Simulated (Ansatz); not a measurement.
# C2H4BI: the cost of one run

Computed with Ansatz 0.2.0 through its Python package. Level of theory: B3LYP/def2-SVP.

## (1) The system

Bond lengths: I1–C2 2.127 Å, C2–B3 1.583 Å, C2–C4 1.531 Å, B3–C4 1.609 Å, C2–H5 1.114 Å, B3–H6 1.209 Å, C4–H7 1.073 Å, C4–H8 1.104 Å. Angles (14 of 15 angles, heavy atoms first): I1–C2–B3 110.6°, I1–C2–C4 115.3°, B3–C2–C4 62.2°, C2–B3–C4 57.3°, C2–C4–B3 60.5°, I1–C2–H5 124.5°, B3–C2–H5 113.4°, C4–C2–H5 114.3°, C2–B3–H6 154.2°, C4–B3–H6 148.4°, C2–C4–H7 115.6°, C2–C4–H8 113.3°, B3–C4–H7 115.7°, B3–C4–H8 112.5°.

The script holds or builds the structure itself.

## (2) Script

Input file scan.py:

```python
# -*- coding: utf-8 -*-
'''Stretching a bond of C2H4BI, the rest held rigid.'''

import ansatz as az
import numpy as np

params = {
    'basis_set': 'def2-SVP',
    'xc': 'b3lyp',
}

c2h4bi = (
    az.Crystal.molecule()
    .atom('I', (-2.2437, -0.9951, 0.4519))
    .atom('C', (-0.6951, 0.2901, -0.2365))
    .atom('B', (0.4521, 0.4117, 0.847))
    .atom('C', (0.6416, -0.3961, -0.531))
    .atom('H', (-0.8637, 1.2301, -0.8101))
    .atom('H', (0.9343, 0.8104, 1.8814))
    .atom('H', (1.2554, 0.0816, -1.2708))
    .atom('H', (0.6114, -1.4899, -0.3878))
)

symbols = [site.symbol for site in c2h4bi.cartesian_sites]
start = np.array([site.position_ang for site in c2h4bi.cartesian_sites])
axis = (start[4] - start[1]) / np.linalg.norm(start[4] - start[1])
moving = [4]
lengths, energies = [0.95, 1.02, 1.11, 1.23, 1.39, 1.67, 2.01, 2.45], []
for length in lengths:
    xyz = start.copy()
    xyz[moving] += (length - np.linalg.norm(start[4] - start[1])) * axis
    point = az.Crystal.molecule()
    for symbol, place in zip(symbols, xyz):
        point = point.atom(symbol, place.tolist())
    job = (
        point.calculation()
        .basis(gaussian=params['basis_set'])
        .functional(params['xc'])
        .spin('collinear')
    )
    r = job.run(threads=1).report
    energies.append(r['free_energy_ev'])
    print(f'r = {length:6.3f} A  E = {energies[-1]:.5f} eV  <S^2> = {abs(r["mean_field"]["state"]["spin_squared"]):.3f}')

print('energy above the lowest point (eV):', [round(e - min(energies), 3) for e in energies])
```

## (3) The input behind the calls

The engine receives this input (first run):

```yaml
crystal:
  periodic: [false, false, false]
  atoms:
    - { symbol: I, position_ang: [-2.2437, -0.9951, 0.4519] }
    - { symbol: C, position_ang: [-0.6951, 0.2901, -0.2365] }
    - { symbol: B, position_ang: [0.4521, 0.4117, 0.847] }
    - { symbol: C, position_ang: [0.6416, -0.3961, -0.531] }
    - { symbol: H, position_ang: [-0.8388764561982625, 1.0917006454707392, -0.7256469470659745] }
    - { symbol: H, position_ang: [0.9343, 0.8104, 1.8814] }
    - { symbol: H, position_ang: [1.2554, 0.0816, -1.2708] }
    - { symbol: H, position_ang: [0.6114, -1.4899, -0.3878] }
basis:
  gaussian:
    orbitals: def2-SVP
hamiltonian:
  xc: b3lyp
magnetization:
  spin_polarized: true
```

## (4) Running it

The run is started by

```
python scan.py
```

Q: Estimate wall time and peak memory on 1 thread of Arm Neoverse V2, shared host.

About 58 s, with a peak of 0.32 GiB.
